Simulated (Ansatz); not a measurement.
# C2H3AlO2: basis-set convergence

How large a basis does C2H3AlO2 need? Two functionals are run in growing sets.

Method: one geometry, several basis sets; program: Ansatz 0.2.0, Gaussian basis.

The runs, in order: PBE0-D4/def2-SVP; ωB97M-V/def2-SVP; PBE0-D4/def2-QZVPP; ωB97M-V/def2-QZVPP; the functionals' def2-TZVPP values are taken from earlier runs.

**1. The geometry**

The geometry comes from an earlier relaxation with PBE0-D4 in a triple-zeta def2 set; it is a stationary point, not always the lowest conformer.

8 atoms, charge 0, spin multiplicity 1.

Atoms are counted from 1 here; the program's logs count them from 0.

Bond lengths: Al1–O2 1.929 Å, Al1–O5 1.929 Å, Al1–H6 1.578 Å, Al1–H7 1.576 Å, O2–C3 1.273 Å, C3–C4 1.423 Å, C3–O5 1.273 Å, C4–H8 1.100 Å. Angles: O2–Al1–O5 68.9°, O2–Al1–H6 112.0°, O2–Al1–H7 112.4°, O5–Al1–H6 112.0°, O5–Al1–H7 112.4°, H6–Al1–H7 125.5°, Al1–O2–C3 86.6°, O2–C3–C4 120.8°, O2–C3–O5 118.0°, C4–C3–O5 120.9°, C3–C4–H8 111.6° and more.

**2. PBE0-D4 in def2-SVP**

File in.yaml:

```yaml
crystal:
  periodic: [false, false, false]
  atoms:
    - {symbol: Al, position_ang: [-0.616261, 0.462848, 1.245825]}
    - {symbol: O, position_ang: [-0.864154, 0.183777, -0.646295]}
    - {symbol: C, position_ang: [0.277041, -0.379328, -0.634730]}
    - {symbol: C, position_ang: [0.788698, -1.015132, -1.800473]}
    - {symbol: O, position_ang: [0.896789, -0.451287, 0.474423]}
    - {symbol: H, position_ang: [-0.287800, 1.968724, 1.582315]}
    - {symbol: H, position_ang: [-1.515765, -0.495485, 2.116319]}
    - {symbol: H, position_ang: [1.413553, -0.331317, -2.393285]}
basis:
  gaussian: {orbitals: def2-SVP}
hamiltonian: {xc: pbe0, dispersion: d4}
output: {orbitals: {seedname: orbitals}}
```

Run with:

```sh
> ansatz run in.yaml --threads 2 --pin off --events-out ev --progress --plain --max-ram 4352MiB
```

The runs that follow: ωB97M-V in def2-SVP; PBE0-D4 in def2-QZVPP; ωB97M-V in def2-QZVPP.

Before running them: what should the planned runs give, taken together? Wanted: PBE0-D4: double and triple zeta above quadruple; ωB97M-V: double and triple zeta above quadruple.

The runs gave:

```
                                       quantity           value
PBE0-D4: double and triple zeta above quadruple  10.16, 0.55 eV
ωB97M-V: double and triple zeta above quadruple  10.34, 0.52 eV
```

In words: PBE0-D4 gains 9.61 eV from double to triple zeta, then 0.55 eV more. Total energies overstate the basis error of differences, where much of it tends to cancel.
